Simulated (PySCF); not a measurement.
# From one method to the next for Ne

Aim: see what other levels and later steps give for Ne.

Program: PySCF 2.14.0. Level of theory: each script names its method and basis. These are calculated values, not measurements.

1 further run of the same task is left out (it didn't finish).

## (1) The atom

Ne: 1 atom, charge 0, spin multiplicity 1.

## (2) Base script

input.py

```python
from pyscf import gto, dft

mol = gto.M(
    atom='Ne 0 0 0',
    basis='jorge-dzp',
    charge=0,
    spin=0,
    verbose=3,
)
mf = dft.RKS(mol, xc='pw91')
mf.kernel()
mf.analyze()
print('orbital energies (hartree):', mf.mo_energy[..., max(0, mol.nelec[1]-3):mol.nelec[0]+3].round(4))
```

Command:

```bash
$ OMP_NUM_THREADS=1 python input.py
```

## (3) SCF alone

Edit 1 changes step after the SCF: analyze → none.

Edit input.py of step 2 so:

```diff
@@ -11,3 +11,3 @@
 mf.kernel()
-mf.analyze()
+mf.dip_moment()
 print('orbital energies (hartree):', mf.mo_energy[..., max(0, mol.nelec[1]-3):mol.nelec[0]+3].round(4))
```

## (4) CASCI (RHF)

Edit 2 changes step after the SCF: analyze → casci; SCF type: RKS → RHF; functional: pw91 → none (Hartree–Fock); active space: none → 2 electrons in 2 orbitals.

input.py

```python
from pyscf import gto, scf, mcscf

mol = gto.M(
    atom='Ne 0 0 0',
    basis='jorge-dzp',
    charge=0,
    spin=0,
    verbose=3,
)
mf = scf.RHF(mol)
mf.kernel()
mc = mcscf.CASCI(mf, 2, 2)
mc.kernel()
mc.analyze()
mf.dip_moment()
print('orbital energies (hartree):', mf.mo_energy[..., max(0, mol.nelec[1]-3):mol.nelec[0]+3].round(4))
```

## (5) Camb3lyp

Edit 3 changes functional: pw91 → camb3lyp.

Edit input.py of step 2 so:

```diff
@@ -9,3 +9,3 @@
 )
-mf = dft.RKS(mol, xc='pw91')
+mf = dft.RKS(mol, xc='camb3lyp')
 mf.kernel()
```

## (6) Pbe

Edit 4 changes functional: pw91 → pbe.

Edit input.py of step 2 so:

```diff
@@ -9,3 +9,3 @@
 )
-mf = dft.RKS(mol, xc='pw91')
+mf = dft.RKS(mol, xc='pbe')
 mf.kernel()
```

## (7) B3lyp

Edit 5 changes functional: pw91 → b3lyp.

Edit input.py of step 2 so:

```diff
@@ -9,3 +9,3 @@
 )
-mf = dft.RKS(mol, xc='pw91')
+mf = dft.RKS(mol, xc='b3lyp')
 mf.kernel()
```

What does the calculation give? Wanted: for each run, E(SCF); from base; gap; after the SCF.

The runs gave:

```tsv
run	E(SCF) (hartree)	from base (eV)	gap (eV)	after the SCF
base	-128.911691	0	36.70	n/a
SCF alone	-128.911691	0.0000	36.70	n/a
CASCI (RHF)	-128.523102	not comparable	55.48	CASCI correlation -0.035 eV
camb3lyp	-128.925085	not comparable	44.06	n/a
pbe	-128.832535	not comparable	36.67	n/a
b3lyp	-128.948674	not comparable	40.25	n/a
```

What this shows: The gap between the frontier levels is 36.7 eV with pbe (0 % exact exchange) and 40.2 eV with b3lyp (20 %): exact exchange opens it. A lower total energy from another functional means nothing by itself.
